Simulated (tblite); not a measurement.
# C5H5F3GaNO: the cost of one run

Programs: tblite 0.8.0 and PySCF 2.14.0. All values are calculated, for the isolated system unless a continuum is named. Atoms count from 0, parts from 1.

## 1. Starting point

16 atoms, charge 0, multiplicity 1; geometry: rigid parts in contact. Parts: 1 = atoms 0–3, `[F][Ga]([F])[F]`, charge 0; 2 = atoms 4–15, `[O-][n+]1ccccc1`, charge 0.

## 2. Search for minima with GFN1-xTB

The job: settings as JSON, then the geometry in Å.

```
{"job": {"kind": "dock", "xc": "GFN1-xTB", "basis": "xTB"}, "charge": 0, "multiplicity": 1, "parts": [{"atoms": "0-3", "charge": 0, "multiplicity": 1}, {"atoms": "4-15", "charge": 0, "multiplicity": 1}]}
F      0.664636    -0.091216     1.528441
Ga    -0.000580    -0.000281     0.000017
F      0.019968    -1.336702    -1.000510
F     -0.684024     1.428199    -0.527948
O     -0.662905    -2.536842     1.012983
N     -1.287830    -2.045481     1.979264
C     -0.627624    -1.701599     3.116595
C     -1.299871    -1.156005     4.187476
C     -2.672585    -0.949705     4.120413
C     -3.333048    -1.310895     2.952256
C     -2.631263    -1.853897     1.899071
H      0.438227    -1.888765     3.103945
H     -0.744099    -0.891675     5.078932
H     -3.212370    -0.520047     4.954297
H     -4.403018    -1.171198     2.855647
H     -3.083055    -2.155846     0.963215
```

Level: GFN1-xTB search for minima from random contacts, gas phase.

Command:

```sh
> OMP_NUM_THREADS=1 python cluster_run.py task.json out
```

The driver reads the jobs from task.json and runs them one after another.

**Question.** How long does this first job take on 1 thread of Intel Xeon Platinum 8259CL at 2.50GHz, shared host?

About 8.8 s.
